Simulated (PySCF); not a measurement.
# Cr³⁺: dipole response in ANO-RCC-VTZP

Aim: the static polarisability and the C₆ coefficient of Cr³⁺, method by method.

Method: unrestricted determinants in a Gaussian basis, no spin-orbit coupling in the energies. Code: PySCF 2.14.0.

### Step 1. What is computed

| Quantity | Value |
| --- | --- |
| Element | chromium (Z = 24) |
| Basis | ANO-RCC-VTZP |
| Hamiltonian | the spin-free X2C one-electron Hamiltonian (Gaussian nucleus) |
| State 1 | Cr³⁺: [Ar] 3d3, high-spin 4F determinant |
| Methods | PBEsol |

Outer shells as boxes (Hund's rule):

Cr3+ [Ar] 3d3
```
[Ar] core
3d [↑ ][↑ ][↑ ][  ][  ]
```

One driver process ran all states and methods and kept the integrals in memory. Each run is shown as a PySCF script that sums up its settings (the driver passes frozen orbitals as a list and adds second-order terms of double hybrids); the logs are those of the runs themselves. The driver starts from symmetry-adapted Hartree-Fock orbitals, holds the occupation by maximum overlap and uses a logarithmic radial grid for functionals, so a plain start would take other cycles.

The integrals over 59 functions and the set-up took 8 s of CPU time.

### Step 2. Cr³⁺: PBEsol

#### PBEsol

input.py reads:

```python
from pyscf import gto, scf, dft, mp, cc
import basis_set_exchange as bse
mol = gto.M(atom="Cr 0 0 0", charge=3, spin=3, symmetry="D2h",
            basis=gto.basis.parse(bse.get_basis("ANO-RCC-VTZP", elements=["Cr"], fmt="nwchem")),
            nucmod="G")
mf = dft.UKS(mol, xc="PBEsol").sfx2c1e()
mf.irrep_nelec = {'Ag': (3, 3), 'B1g': (1, 0), 'B2g': (1, 0), 'B3g': (1, 0), 'B1u': (2, 2), 'B2u': (2, 2), 'B3u': (2, 2)}
mf.kernel()
```

The program printed:

```text
damping factor = 0
level_shift factor = 0
DIIS = <class 'pyscf.scf.diis.CDIIS'>
diis_start_cycle = 1
diis_space = 10
diis_damp = 0
SCF conv_tol = 1e-09
SCF conv_tol_grad = None
number electrons alpha = 12  beta = 9
XC functionals = PBEsol
    J. P. Perdew, A. Ruzsinszky, G. I. Csonka, O. A. Vydrov, G. E. Scuseria, L. A. Constantin, X. Zhou, and K. Burke.,  Phys. Rev. Lett. 100, 136406 (2008)
    J. P. Perdew, A. Ruzsinszky, G. I. Csonka, O. A. Vydrov, G. E. Scuseria, L. A. Constantin, X. Zhou, and K. Burke.,  Phys. Rev. Lett. 100, 136406 (2008)
cycle= 1 E= -1047.41168709132  delta_E= -0.00769  |g|= 0.0167  |ddm|= 0.0591
cycle= 2 E= -1047.41170047757  delta_E= -1.34e-05  |g|= 0.00538  |ddm|= 0.00311
cycle= 3 E= -1047.41170405865  delta_E= -3.58e-06  |g|= 0.00212  |ddm|= 0.00208
cycle= 4 E= -1047.41170487079  delta_E= -8.12e-07  |g|= 3.08e-05  |ddm|= 0.000657
cycle= 5 E= -1047.41170487104  delta_E= -2.46e-10  |g|= 2.33e-06  |ddm|= 1.38e-05
converged SCF energy = -1047.41170487104  <S^2> = 3.7503413  2S+1 = 4.0001707
```

CPU time 11 s on a shared host, the integrals not counted.

The occupied shells:

```csv
shell,electrons,mean orbital energy (eV),spread (eV),rms radius (bohr)
1s α,1,-5908.9,0,0.0734
1s β,1,-5908.9,0,0.0734
2s α,1,-706.73,0,0.319
2s β,1,-705.40,0,0.319
2p α,3,-600.58,0,0.288
2p β,3,-599.55,0,0.288
3s α,1,-113.69,0,0.955
3s β,1,-110.34,0,0.955
3p α,3,-84.832,0,1.02
3p β,3,-81.529,0,1.02
3d α,3,-40.612,0,1.23
```

⟨S²⟩ = 3.750, ⟨L²⟩ = 12.00.

The driver then solved the coupled dipole response at imaginary frequencies: mean α = 2.150 bohr³, C₆ = 5.475 au for a like pair.

Radial density 4πr²ρ of Cr³⁺ at PBEsol:

```csv
r (bohr),density,spin density
0.000867,0.125,0.000
0.00146,0.320,0.000
0.00245,0.805,0.000
0.00413,1.97,0.000
0.00694,4.61,0.000
0.0117,9.92,0.000
0.0196,18.5,0.000
0.0330,27.1,0.000
0.0556,27.5,0.000
0.0935,21.9,0.005
0.157,28.3,0.058
0.264,27.4,0.394
0.445,10.8,1.506
0.748,13.1,2.684
1.26,6.17,1.749
2.12,0.580,0.342
3.56,0.0147,0.014
5.99,1.59e-05,0.000
10.1,2.81e-05,0.000
```

### Step 3. Polarisabilities and C₆

Cr³⁺, in atomic units:

```csv
method,mean α,C₆ (like pair),S(−4)
PBEsol,2.150,5.475,1.718
```

α(iu) at PBEsol:

```csv
u (hartree),α(iu) (bohr³)
0,2.150
0.0500,2.146
0.100,2.133
0.200,2.086
0.300,2.017
0.500,1.848
0.750,1.635
1.00,1.442
1.50,1.122
2.00,0.8783
3.00,0.5606
5.00,0.2754
```

### Step 4. Outcome

| quantity | value |
| --- | --- |
| α of Cr³⁺ | 2.150 (PBEsol) bohr³ |

In words: A single London oscillator with the computed α and C₆ of Cr³⁺ at PBEsol would have ω = 4 C₆ / (3 α²) = 1.58 hartree. All values hold for this basis alone; no basis-set limit was taken.
